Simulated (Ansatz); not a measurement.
# Sr2Rh: a single-point run

Aim: a sound single-point run of Sr2Rh. The structure is shown as the input types it.

Program: Ansatz 0.2.0. Level of theory: DFT, LDA, PAW with Ansatz's default frozen-core files, scalar-relativistic. These are calculated values, not measurements.

## Step 1: The system as given

It takes space group Fm-3m (No. 225, cubic). Conventional cell: a = 7.228 Å, b = 7.228 Å, c = 7.228 Å, α = 90.00°, β = 90.00°, γ = 90.00°. Sr (site symmetry -43m) has 4 Rh at 3.13 Å as nearest neighbours. Rh (site symmetry m-3m) has 8 Sr at 3.13 Å as nearest neighbours.

Structure file:

```xyz
3
Lattice="0.0000 3.6141 3.6141 3.6141 0.0000 3.6141 3.6141 3.6141 0.0000" Properties=species:S:1:pos:R:3 pbc="T T T"
Sr    5.4211    5.4211    5.4211
Sr    1.8070    1.8070    1.8070
Rh    0.0000    0.0000    0.0000
```

## Step 2: The run

Contents of input.yaml:

```yaml
crystal:
  lattice:
    - [0.0, 3.614074254, 3.614074254]
    - [3.614074254, 0.0, 3.614074254]
    - [3.614074254, 3.614074254, 0.0]
  atoms:
    - { symbol: Sr, position: [0.75, 0.75, 0.75] }
    - { symbol: Sr, position: [0.25, 0.25, 0.25] }
    - { symbol: Rh, position: [0.0, 0.0, 0.0] }
kpoints:
  mp_grid: { grid: [10, 10, 10] }
scf:
  occupations: { method: fermi_dirac, width: 0.05 }
  NELM: 0.3
  max_iter: 80
hamiltonian:
  xc: lda
  pseudopotentials: { kind: paw }
output:
  forces: true
  stress: true
  eigenvalues: true
  efg: { contact_densities: true }
```

On the command line:

```console
$ ansatz run input.yaml --threads 1 --pin off --max-ram 4096MiB --backend cpu --events-out ev --progress --plain --runs-dir out
```

What happens when this is run?

Nothing was computed: the input was turned down at the start. It says: «line 14 column 3: unknown field `NELM`, expected one of max_iter, algorithm, n_extra_bands, self_checks, convergence, ...»

Look at the input: scf.NELM is 0.3; scf.max_iter is 80. The input holds a keyword that this program doesn't have at that place; such names come from other codes or other sections.

The cure: delete scf.NELM and scf.max_iter.
